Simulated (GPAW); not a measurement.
Crystal: BaNd.

```
Nd Ba
1.0
     3.96332    0.00000    0.00000
    -1.98166    3.43233    0.00000
     0.00000    0.00000    6.58392
Nd Ba
1 1
Direct
  0.66667 0.33333 0.00000
  0.00000 0.00000 0.50000
```

The cell comes from a database or a generator and needn't be the stable form of this composition.

```yaml
Program: GPAW 26.7.0
Task: single point
Functional: PBE
Potentials_or_basis: GPAW PAW data sets (gpaw-data 1.2.1)
Cutoff: 800 eV
Basis: pw
k_mesh: 8 × 8 × 4
Occupations: fermi-dirac, width 0.05 eV
Spin: collinear spin, ferromagnetic start
Starting_moments: "[3.0, 0.0] μB"
```

On this cell: pressure 0.7 GPa; largest force under 0.003 eV/Å; net moment 4.17 μB per cell; site moments Nd +3.45; Ba +0.01 μB; band gap on the k mesh none (metal or under the smearing width).

The same run follows on a disturbed copy (atoms moved at random, drawn with an rms of 0.05 Å):

```xyz
2
Lattice="3.9633 0.0000 0.0000 -1.9817 3.4323 0.0000 0.0000 0.0000 6.5839" Properties=species:S:1:pos:R:3 pbc="T T T"
Nd    1.9383    1.1481    0.0295
Ba   -0.0066   -0.0051    3.3201
```

What changes?

The energy (extrapolated to zero smearing) moves by +0.2 meV/atom; pressure 0.7 GPa; largest force 0.015 eV/Å; net moment 4.17 μB per cell; site moments Nd +3.45; Ba +0.01 μB; band gap on the k mesh none (metal or under the smearing width).

Forces on the atoms (eV/Å):
```
Nd   0.015 -0.004 -0.003
Ba  -0.015  0.004  0.002
```

Stress tensor (GPa, compression positive):
```
0.51 0.07 0.00
0.07 0.54 0.00
0.00 0.00 1.12
```

Caveats: one-centre terms of the f shell are cut off; the magnetic or orbital state may not be the lowest; spin-orbit coupling is left out, which moves the levels of the heavy elements; without U or exact exchange the open f shell lies at the Fermi level, which spoils levels, moments and volumes.
